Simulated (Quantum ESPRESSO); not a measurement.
# AlN (P6_3mc) in Quantum ESPRESSO: phonons with PBE

Aim: the phonons of AlN with PBE.

All numbers are computed with Quantum ESPRESSO 7.5; they aren't measurements. Logs are shortened: lines on timing, memory, paths and dates and some standing lists are left out, and cuts for length are marked.

**Measured values to compare with.**

“Structural and optical properties of self-assembled AlN nanowires grown on SiO2/Si substrates by molecular beam epitaxy”, 2024, arxiv:2402.00216 quotes, for a bulk crystal of AlN at 0 K: band gap 6.0343 eV (an exciton energy, a little under the gap).

The runs below are set against these values where they give the same quantity.

### Step 1. Starting point

It takes space group P6_3mc (No. 186, hexagonal). Conventional cell: a = 3.113 Å, b = 3.113 Å, c = 4.981 Å, α = 90.00°, β = 90.00°, γ = 120.00°. Al (site symmetry 3m) is surrounded by 4 N at 1.89 Å. N (site symmetry 3m) has 4 Al at 1.89 Å as nearest neighbours.

### Step 2. Phonons, PBE

pw.in reads:

```
&CONTROL
  calculation = 'scf'
  prefix = 'pwscf'
  outdir = './tmp'
  pseudo_dir = './pseudo'
  tprnfor = .true.
  tstress = .true.
  disk_io = 'low'
/
&SYSTEM
  ibrav = 0
  celldm(1) = 8
  nat = 4
  ntyp = 2
  ecutwfc = 84
  nbnd = 14
  occupations = 'smearing'
  smearing = 'fd'
  degauss = 0.00367493
/
&ELECTRONS
  conv_thr = 8d-10
  electron_maxstep = 120
  mixing_beta = 0.5
/
ATOMIC_SPECIES
Al    26.9815 Al.upf
N     14.0070 N.upf
CELL_PARAMETERS alat
  0.7353396782450   0.0000000000000   0.0000000000000
 -0.3676698391225   0.6368228417753   0.0000000000000
  0.0000000000000   0.0000000000000   1.1765907283451
ATOMIC_POSITIONS crystal
Al     0.3333333333    0.6666666667    0.0000000000
Al     0.6666666667    0.3333333333    0.5000000000
N      0.3333333333    0.6666666667    0.3800000000
N      0.6666666667    0.3333333333    0.8800000000
K_POINTS automatic
8 8 5 0 0 0
```

relax.in reads:

```
&CONTROL
  calculation = 'relax'
  prefix = 'pwscf'
  outdir = './tmp'
  pseudo_dir = './pseudo'
  tprnfor = .true.
  tstress = .true.
  disk_io = 'low'
  nstep = 40
  forc_conv_thr = 0.0001
  etot_conv_thr = 1d-06
/
&SYSTEM
  ibrav = 0
  celldm(1) = 8
  nat = 4
  ntyp = 2
  ecutwfc = 84
  nbnd = 14
  occupations = 'smearing'
  smearing = 'fd'
  degauss = 0.00367493
/
&ELECTRONS
  conv_thr = 8d-10
  electron_maxstep = 120
  mixing_beta = 0.5
/
&IONS
  ion_dynamics = 'bfgs'
/
ATOMIC_SPECIES
Al    26.9815 Al.upf
N     14.0070 N.upf
CELL_PARAMETERS alat
  0.7353396782450   0.0000000000000   0.0000000000000
 -0.3676698391225   0.6368228417753   0.0000000000000
  0.0000000000000   0.0000000000000   1.1765907283451
ATOMIC_POSITIONS crystal
Al     0.3333333333    0.6666666667    0.0000000000
Al     0.6666666667    0.3333333333    0.5000000000
N      0.3333333333    0.6666666667    0.3800000000
N      0.6666666667    0.3333333333    0.8800000000
K_POINTS automatic
8 8 5 0 0 0
```

scf2.in reads:

```
&CONTROL
  calculation = 'scf'
  prefix = 'pwscf'
  outdir = './tmp'
  pseudo_dir = './pseudo'
  tprnfor = .true.
  tstress = .true.
  disk_io = 'low'
/
&SYSTEM
  ibrav = 0
  celldm(1) = 8
  nat = 4
  ntyp = 2
  ecutwfc = 84
  nbnd = 14
  occupations = 'fixed'
/
&ELECTRONS
  conv_thr = 1d-13
  electron_maxstep = 120
  mixing_beta = 0.5
  startingpot = 'file'
  startingwfc = 'file'
/
ATOMIC_SPECIES
Al    26.9815 Al.upf
N     14.0070 N.upf
CELL_PARAMETERS alat
  0.7353396782476  -0.0000000000000   0.0000000000000
 -0.3676698391238   0.6368228417731   0.0000000000000
  0.0000000000000   0.0000000000000   1.1765907283451
ATOMIC_POSITIONS crystal
Al     0.3333333334    0.6666666668   -0.0009928106
Al     0.6666666668    0.3333333334    0.4990071894
N      0.3333333334    0.6666666668    0.3809928106
N      0.6666666668    0.3333333334    0.8809928106
K_POINTS automatic
8 8 5 0 0 0
```

ph.in reads:

```
phonons of AlN
&INPUTPH
  prefix = 'pwscf'
  outdir = './tmp'
  tr2_ph = 1d-18
  fildyn = 'dyn'
  niter_ph = 90
  alpha_mix(1) = 0.7
  epsil = .true.
/
0.0000000000 0.0000000000 0.0000000000
```

dynmat.in reads:

```
&INPUT
  fildyn = 'dyn'
  asr = 'crystal'
  lperm = .true.
  filout = 'dynmat.disp'
  fileig = 'dynmat.eig'
/
```

dynmat_lo.in reads:

```
&INPUT
  fildyn = 'dyn'
  asr = 'crystal'
  filout = 'dynmat_lo.disp'
  fileig = 'dynmat_lo.eig'
  q(1) = 0
  q(2) = 0
  q(3) = 1
/
```

Potentials or basis: PseudoDojo 0.4.1 SR PBE standard.

Run with:

```
$ OMP_NUM_THREADS=1 mpirun -n 2 pw.x -nk 2 -in pw.in > pw.out
$ OMP_NUM_THREADS=1 mpirun -n 2 pw.x -nk 2 -in relax.in > relax.out
$ OMP_NUM_THREADS=1 mpirun -n 2 pw.x -nk 2 -in scf2.in > scf2.out
$ OMP_NUM_THREADS=1 mpirun -n 2 ph.x -nk 2 -in ph.in > ph.out
$ OMP_NUM_THREADS=1 mpirun -n 1 dynmat.x -in dynmat.in > dynmat.out
$ OMP_NUM_THREADS=1 mpirun -n 1 dynmat.x -in dynmat_lo.in > dynmat_lo.out
```

pw.out:

```text
This program is part of the open-source Quantum ESPRESSO suite
     for quantum simulation of materials; please cite
[... 6 lines left out ...]
     using ibrav=0 with symmetry is DISCOURAGED, use correct ibrav instead

     K-points division:     npool     =       2
     Subspace diagonalization in iterative solution of the eigenvalue problem:
     a serial algorithm will be used

     G-vector sticks info
     --------------------
     sticks:   dense  smooth     PW     G-vecs:    dense   smooth      PW
     Sum         805     805    241                29383    29383    4625

     Using Slab Decomposition

     bravais-lattice index     =            0
     lattice parameter (alat)  =       8.0000  a.u.
     unit-cell volume          =     282.0993 (a.u.)^3
     number of atoms/cell      =            4
     number of atomic types    =            2
     number of electrons       =        16.00
     number of Kohn-Sham states=           14
     kinetic-energy cutoff     =      84.0000  Ry
     charge density cutoff     =     336.0000  Ry
     scf convergence threshold =      8.0E-10
     mixing beta               =       0.5000
     number of iterations used =            8  plain     mixing
     Exchange-correlation= PBE
                           (   1   4   3   4   0   0   0)

     celldm(1)=   8.000000  celldm(2)=   0.000000  celldm(3)=   0.000000
     celldm(4)=   0.000000  celldm(5)=   0.000000  celldm(6)=   0.000000

     crystal axes: (cart. coord. in units of alat)
               a(1) = (   0.735340   0.000000   0.000000 )
               a(2) = (  -0.367670   0.636823   0.000000 )
               a(3) = (   0.000000   0.000000   1.176591 )

     reciprocal axes: (cart. coord. in units 2 pi/alat)
               b(1) = (  1.359916  0.785148 -0.000000 )
               b(2) = (  0.000000  1.570295  0.000000 )
               b(3) = (  0.000000 -0.000000  0.849913 )

     PseudoPot. # 1 for Al read from file:
     Al.upf
     Pseudo is Norm-conserving + core correction, Zval =  3.0
     Generated using ONCVPSP code by D. R. Hamann
     Using radial grid of 1876 points,  6 beta functions with:
                l(1) =   0
                l(2) =   0
                l(3) =   1
                l(4) =   1
                l(5) =   2
                l(6) =   2

     PseudoPot. # 2 for N  read from file:
     N.upf
     Pseudo is Norm-conserving + core correction, Zval =  5.0
     Generated using ONCVPSP code by D. R. Hamann
     Using radial grid of 1058 points,  4 beta functions with:
                l(1) =   0
                l(2) =   0
                l(3) =   1
                l(4) =   1

     atomic species   valence    mass     pseudopotential
     Al                3.00    26.98150     Al( 1.00)
     N                 5.00    14.00700     N ( 1.00)

     12 Sym. Ops. (no inversion) found ( 6 have fractional translation)

   Cartesian axes

     site n.     atom                  positions (alat units)
         1        Al     tau(   1) = (  -0.0000000   0.4245486   0.0000000  )
         2        Al     tau(   2) = (   0.3676698   0.2122743   0.5882954  )
         3        N      tau(   3) = (  -0.0000000   0.4245486   0.4471045  )
         4        N      tau(   4) = (   0.3676698   0.2122743   1.0353998  )

     number of k points=    30  Fermi-Dirac smearing, width (Ry)=  0.0037
                       cart. coord. in units 2pi/alat
        k(    1) = (   0.0000000   0.0000000   0.0000000), wk =   0.0062500
        k(    2) = (   0.0000000   0.0000000   0.1699826), wk =   0.0125000
        k(    3) = (   0.0000000   0.0000000   0.3399653), wk =   0.0125000
        k(    4) = (   0.0000000   0.1962869   0.0000000), wk =   0.0375000
        k(    5) = (   0.0000000   0.1962869   0.1699826), wk =   0.0750000
        k(    6) = (   0.0000000   0.1962869   0.3399653), wk =   0.0750000
[... 22 lines left out ...]
        k(   29) = (   0.3399789   0.7851477   0.1699826), wk =   0.0750000
        k(   30) = (   0.3399789   0.7851477   0.3399653), wk =   0.0750000

     Dense  grid:    29383 G-vectors     FFT dimensions: (  36,  36,  60)

     Initial potential from superposition of free atoms

     starting charge      15.9951, renormalised to      16.0000
     Starting wfcs are   16 randomized atomic wfcs

     Self-consistent Calculation

     iteration #  1     ecut=    84.00 Ry     beta= 0.50
     Davidson diagonalization with overlap
     ethr =  1.00E-02,  avg # of iterations =  4.0

     total energy              =     -50.82059806 Ry
     estimated scf accuracy    <       1.20237832 Ry

     iteration #  2     ecut=    84.00 Ry     beta= 0.50
     Davidson diagonalization with overlap
     ethr =  7.51E-03,  avg # of iterations =  2.0
[... 64 lines left out ...]
     total energy              =     -51.17715756 Ry
     estimated scf accuracy    <          2.5E-09 Ry

     iteration # 12     ecut=    84.00 Ry     beta= 0.50
     Davidson diagonalization with overlap
     ethr =  1.55E-11,  avg # of iterations =  2.0

     End of self-consistent calculation

          k = 0.0000 0.0000 0.0000 (  3693 PWs)   bands (ev):

    -8.0387  -5.8880   1.1319   6.2749   6.2749   6.9261   6.9261   7.1061
    11.3270  13.7821  17.6974  18.2973  18.2973  20.2841

          k = 0.0000 0.0000 0.1700 (  3687 PWs)   bands (ev):

    -7.8860  -6.1795   1.6577   6.2839   6.3338   6.3338   6.8607   6.8607
    11.9928  13.8689  17.4658  18.2606  18.2606  19.2264
[... 43 lines left out ...]
    -6.4420  -5.4621   1.9399   2.9222   3.9306   5.2931   6.1697   6.3739
    12.6826  13.4560  15.9163  17.0808  18.6650  18.7192

          k = 0.0000 0.5889 0.3400 (  3666 PWs)   bands (ev):

    -6.1557  -5.7812   1.8913   2.2903   5.0963   5.5907   5.9997   6.0194
    12.5233  13.1427  16.2947  17.0097  18.5266  19.1068

          k = 0.0000-0.7851 0.0000 (  3658 PWs)   bands (ev):

    -6.0754  -5.3805   1.6886   2.9777   3.7772   5.0445   5.3398   6.4476
    12.9320  12.9504  15.3155  17.4016  18.0466  19.2908

          k = 0.0000-0.7851 0.1700 (  3670 PWs)   bands (ev):

    -6.0022  -5.4354   1.4984   2.4810   4.3136   5.1554   5.7841   6.2830
    12.3473  13.0261  16.2562  16.7165  18.4958  19.0863

          k = 0.0000-0.7851 0.3400 (  3674 PWs)   bands (ev):

    -5.8141  -5.5948   1.4141   1.7709   5.3234   5.4641   5.8903   6.0094
    12.1552  12.7947  16.1783  16.8209  18.5139  19.2452

          k = 0.1700 0.2944 0.0000 (  3681 PWs)   bands (ev):

    -7.4671  -5.5938   1.8247   4.4756   4.6471   5.8865   6.5777   6.8006
    13.1952  15.3898  15.8056  16.1212  18.6603  19.1209

          k = 0.1700 0.2944 0.1700 (  3680 PWs)   bands (ev):
[... 61 lines left out ...]
    -5.6941  -5.4308   2.1614   2.8592   3.1993   4.6317   5.0994   5.6824
    12.7766  15.0632  15.9089  16.4278  18.5354  18.8759

          k = 0.3400 0.7851 0.3400 (  3659 PWs)   bands (ev):

    -5.5903  -5.4883   2.0622   2.2646   3.3717   3.9690   6.0415   6.2918
    13.6092  14.4257  15.5028  15.7860  18.7051  18.7962

     the Fermi energy is     9.7880 ev

!    total energy              =     -51.17715756 Ry
     estimated scf accuracy    <          6.4E-12 Ry
     smearing contrib. (-TS)   =      -0.00000000 Ry
     internal energy E=F+TS    =     -51.17715756 Ry

     The total energy is F=E-TS. E is the sum of the following terms:
     one-electron contribution =      -2.07195615 Ry
     hartree contribution      =      11.37795648 Ry
     xc contribution           =     -16.99670960 Ry
     ewald contribution        =     -43.48644828 Ry

     convergence has been achieved in  12 iterations

     Forces acting on atoms (cartesian axes, Ry/au):

     atom    1 type  1   force =    -0.00000000   -0.00000000   -0.00507950
     atom    2 type  1   force =     0.00000000    0.00000000   -0.00507950
     atom    3 type  2   force =     0.00000000    0.00000000    0.00507950
     atom    4 type  2   force =     0.00000000    0.00000000    0.00507950

     Total force =     0.010159     Total SCF correction =     0.000000

     Computing stress (Cartesian axis) and pressure

          total   stress  (Ry/bohr**3)                   (kbar)     P=       33.54
   0.00019081  -0.00000000   0.00000000           28.07       -0.00        0.00
  -0.00000000   0.00019081   0.00000000           -0.00       28.07        0.00
   0.00000000   0.00000000   0.00030239            0.00        0.00       44.48

=------------------------------------------------------------------------------=
   JOB DONE.
=------------------------------------------------------------------------------=
```

Wall time 4.4 min (2 MPI ranks of AMD EPYC 7R43 (Zen 3), shared host); peak memory 0.2 GiB.

What came out:

| Quantity | Value |
| --- | --- |
| Free energy | -696.3020 eV |
| Pressure after relaxing | 3.3 GPa |
| Band gap on the k mesh | 4.19 eV, direct |
| Electronic dielectric tensor (diagonal) | 4.40, 4.40, 4.62 |
| Born charges (mean of the diagonal) | Al +2.56; N -2.56 e |
| Highest phonon frequency at Γ, LO-TO splitting left out | 724 cm⁻¹ |
| Static dielectric tensor (diagonal) | 7.95, 7.95, 9.41 |

Step by step:
| step | energy change (eV) | largest force (eV/Å) | pressure (GPa) |
| --- | --- | --- | --- |
| 1 | 0.0000 | 0.1306 | 3.35 |
| 2 | -0.0010 | 0.0587 | 3.33 |
| 3 | -0.0013 | 0.0016 | 3.31 |
| 4 | -0.0013 | 0.0000 | 3.31 |

Final structure:
```
Al N
1.0
     3.11300    0.00000    0.00000
    -1.55650    2.69594    0.00000
     0.00000    0.00000    4.98100
Al N
2 2
Direct
  0.33333 0.66667 0.99901
  0.66667 0.33333 0.49901
  0.33333 0.66667 0.38099
  0.66667 0.33333 0.88099
```

Levels at points of the mesh, in eV from the valence-band top:
| k point | band 5 | band 6 | band 7 | band 8 | band 9 | band 10 | band 11 | band 12 |
| --- | --- | --- | --- | --- | --- | --- | --- | --- |
| (0.00, 0.00, 0.00) | -0.88 | -0.22 | -0.22 | 0.00 | 4.19 | 6.65 | 10.58 | 11.16 |
| (0.00, -0.50, 0.00) | -3.35 | -2.10 | -1.78 | -0.70 | 5.81 | 5.82 | 8.17 | 10.26 |

Phonon frequencies in cm⁻¹ (negative: imaginary):
| q point | frequencies |
| --- | --- |
| (0.000, 0.000, 0.000) | 1 1 2 238 238 545 615 662 662 672 672 724 |

Electronic dielectric tensor:
```
4.40 0.00 0.00
0.00 4.40 0.00
0.00 0.00 4.62
```

Born effective charge tensors (e):
atom 1, Al
```
2.50 0.00 0.00
0.00 2.50 0.00
0.00 0.00 2.67
```
atom 2, Al
```
2.50 0.00 0.00
0.00 2.50 0.00
0.00 0.00 2.67
```
atom 3, N
```
-2.50  0.00  0.00
 0.00 -2.50  0.00
 0.00  0.00 -2.67
```
atom 4, N
```
-2.50  0.00  0.00
 0.00 -2.50  0.00
 0.00  0.00 -2.67
```

Optical modes at Γ, degenerate ones joined, polar ones without the macroscopic field:
```tsv
cm⁻¹	components	symmetry	active in	IR intensity, summed ((D/Å)²/amu)
238	2	E2	Raman	0.00
545	1	B1	silent	0.00
615	1	A1	IR and Raman	35.55
662	2	E2	Raman	0.00
672	2	E1	IR and Raman	62.70
724	1	B1	silent	0.00
```

Zone-centre frequencies without and with the macroscopic field along z (cm⁻¹):
|  | optical modes in rising order |
| --- | --- |
| without | 238 238 545 615 662 662 672 672 724 |
| with the field | 238 238 545 662 662 672 672 724 878 |

Static dielectric tensor, electrons and zone-centre modes:
```
7.95 0.00 0.00
0.00 7.95 0.00
0.00 0.00 9.41
```

Caveat: the cell is more than 3 GPa from zero pressure, which shifts response properties; on a mesh that holds Γ this program's dielectric tensor can be off by some percent beyond the error of the mesh.

### Step 3. Comparison with measurements

Step 2. Against the measured gap of AlN, 6.0343 eV (an exciton energy, a little under the gap; 0 K; quoted in “Structural and optical properties of self-assembled AlN nanowires grown on SiO2/Si substrates by molecular beam epitaxy”, 2024, arxiv:2402.00216), the calculated 4.19 eV is off by -1.84 eV. 2 values of this kind are on record (6.034 to 6.0343 eV); this one was drawn at random. The value is that of PBE, without temperature or zero-point motion. Semilocal functionals fall short of measured gaps as a rule.
